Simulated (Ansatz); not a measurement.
# BrGaH4O3: the cost of one run

All numbers below are computed with Ansatz 0.2.0 (RKS PBE-D4/def2-SVP).

### 1 The structure to begin with

Bond lengths: Ga1–O2 2.140 Å, O2–H3 1.010 Å, Ga1–O4 1.790 Å, O4–H5 1.010 Å, Ga1–O6 1.790 Å, O6–H7 1.010 Å, Ga1–Br8 2.720 Å, Br8–H9 1.760 Å. Angles: Ga1–O2–H3 109.5°, O2–Ga1–O4 120.0°, O2–Ga1–O6 120.0°, O2–Ga1–Br8 71.6°, O4–Ga1–O6 120.0°, O4–Ga1–Br8 96.8°, O6–Ga1–Br8 101.3°, Ga1–O4–H5 109.5°, Ga1–O6–H7 109.5°, Ga1–Br8–H9 59.5°.

Structure file:

```xyz
9

Ga    0.0000    0.0000    0.0000
O     0.0000    0.0000    2.1400
H    -0.9095   -0.2814    2.4771
O     1.5501    0.0000   -0.8950
H     1.8500   -0.9519   -1.0499
O    -1.5501    0.0000   -0.8950
H    -2.0598   -0.8467   -0.6865
Br    0.1219    2.5784    0.8577
H     0.0593    1.2550    2.0160
```

### 2 A restrained relaxation towards end A

Springs on the bonds that form and break draw the guess towards this end; the thresholds are loose.

Input file input.yaml:

```yaml
crystal:
  periodic: [false, false, false]
  atoms:
    - { symbol: Ga, position_ang: [0.0, 0.0, 0.0] }
    - { symbol: O, position_ang: [0.0, 0.0, 2.14] }
    - { symbol: H, position_ang: [-0.9095, -0.2814, 2.4771] }
    - { symbol: O, position_ang: [1.5501, 0.0, -0.895] }
    - { symbol: H, position_ang: [1.85, -0.9519, -1.0499] }
    - { symbol: O, position_ang: [-1.5501, 0.0, -0.895] }
    - { symbol: H, position_ang: [-2.0598, -0.8467, -0.6865] }
    - { symbol: Br, position_ang: [0.1219, 2.5784, 0.8577] }
    - { symbol: H, position_ang: [0.0593, 1.255, 2.016] }
basis:
  gaussian: { orbitals: def2-SVP }
hamiltonian:
  xc: pbe
  dispersion: d4
relax:
  f_tol: 0.15
  max_steps: 25
  restrain:
    - { distance: [0, 7], at: 3.62, k: 30.0 }
    - { distance: [8, 1], at: 2.21, k: 30.0 }
    - { distance: [0, 1], at: 1.79, k: 30.0 }
    - { distance: [8, 7], at: 1.55, k: 30.0 }
```

The run is started by

```
> ansatz run input.yaml --threads 4 --pin off --max-ram 5120MiB --backend cpu --events-out ev --progress --plain --runs-dir out
```

What time and memory should one allow on 4 threads of Arm Neoverse V2, shared host?

About 17 s, with a peak of 0.2 GiB.
